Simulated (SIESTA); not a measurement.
Runs of SIESTA 5.4.2 on TaWC2. It takes space group R-3m (No. 166, trigonal). Conventional cell: a = 3.144 Å, b = 3.144 Å, c = 15.305 Å, α = 90.00°, β = 90.00°, γ = 120.00°. W (site symmetry -3m) is surrounded by 6 C at 2.21 Å. Ta (site symmetry -3m) is surrounded by 6 C at 2.23 Å. C (site symmetry 3m) has 3 W at 2.21 Å and 3 Ta at 2.23 Å as nearest neighbours. The cell comes from a database or a generator and needn't be the stable form of this composition.

```csv
potentials or basis,gap on the mesh (eV),pressure (GPa),largest force (eV/Å)
"PseudoDojo 0.4 standard (PBEsol files), TZDP (energy shift 0.003 Ry; two zetas on semicore shells)",none,-6.8,0.03
"PseudoDojo 0.4 standard (PBEsol files), SZP (energy shift 0.003 Ry)",none,-4.3,0.06
"PseudoDojo 0.4 standard (PBEsol files), DZ (energy shift 0.003 Ry; two zetas on semicore shells)",none,-1.6,0.08
"PseudoDojo 0.4 standard (PBEsol files), TZP (energy shift 0.003 Ry; two zetas on semicore shells)",none,(a),0.03
"PseudoDojo 0.4 standard (PBEsol files), SZ (energy shift 0.003 Ry)",none,-6.4,(b)
```

Alike in all rows: task band structure; level PBEsol; no spin polarisation; cell as given; k mesh 10 × 10 × 10; smearing fermi-dirac 0.05 eV; grid cutoff 800 Ry; energy shift 0.003 Ry.

Task: Estimate the missing entries.

Result: (a) -6.2; (b) 0.12.

Caveats: short orbitals over semicore shells can move pressures by several GPa; spin-orbit coupling is left out, which moves the levels of the heavy elements; the basis of atomic orbitals isn't converged, which shifts pressures, moduli and gaps; the basis has no polarisation orbitals (some runs).

A k mesh can miss the band edges, and the runs leave out spin-orbit coupling on Ta, W.

A gap of «none» marks a metal or a gap under the smearing width.
